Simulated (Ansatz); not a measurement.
**CoNH+ (triplet): the correlation ladder, def2-TZVPP**

One table from this session's results is given with a row withheld; the runs are named, their logs left out.

Program: Ansatz 0.2.0, Gaussian basis. Level of theory: def2-TZVPP, core rule «outside noble gas», up to 10 orbitals frozen. These are calculated values, not measurements.

Plan: UHF; ROHF; CCSD(T) on UHF.

2 further runs of the same task are left out: 2 set aside as unsound or not needed.

## What is computed

The geometry is a PBE0/def2-TZVP stationary point (not a proven minimum) of the parent state, kept for this charge and spin.

3 atoms, charge 1, spin multiplicity 3.

Atoms are counted from 1 here; the program's logs count them from 0.

Bond lengths: Co1–N2 1.788 Å, N2–H3 1.033 Å. Angles: Co1–N2–H3 106.7°.

Set-up of the first run:

File in.yaml:

```yaml
crystal:
  periodic: [false, false, false]
  atoms:
    - {symbol: Co, position_ang: [0.000000, 0.017017, 0.366958]}
    - {symbol: N, position_ang: [0.000000, -0.131364, -1.414986]}
    - {symbol: H, position_ang: [0.000000, 0.830517, -1.792482]}
basis:
  gaussian: {orbitals: def2-TZVPP}
total_charge: 1
magnetization: {spin_polarized: true, initial_magnetization: 2}
hamiltonian: {xc: hf}
output: {orbitals: {seedname: orbitals}}
```

Started as:

```bash
$ ansatz run in.yaml --threads 1 --pin off --events-out ev --progress --plain --max-ram 4096MiB --backend cpu
```

Among the steps run: UHF; ROHF; CCSD(T) on UHF.

One table of the session follows, with a row left open; its other results are not shown here.

It belongs to the step «Misses and costs». 

```
  method  from UCCSD(T) (meV)
    ROHF             +14956.3
     UHF             +11996.4
    UMP2              +1408.0
   UCCSD                    ?
UCCSD(T)                    0
```

Estimate the missing values for UCCSD.

**Answer.** from UCCSD(T) (meV): +524.2. In the column «from UCCSD(T) (meV)» it lies between UCCSD(T) (0) and UMP2 (+1408.0).

Caveats from the session: The determinant is far from a pure spin state, so its energy mixes those of several spin states (harmless only where they are near-degenerate, as at dissociation). Warnings: spin contamination; coupled cluster took another determinant than the lowest.
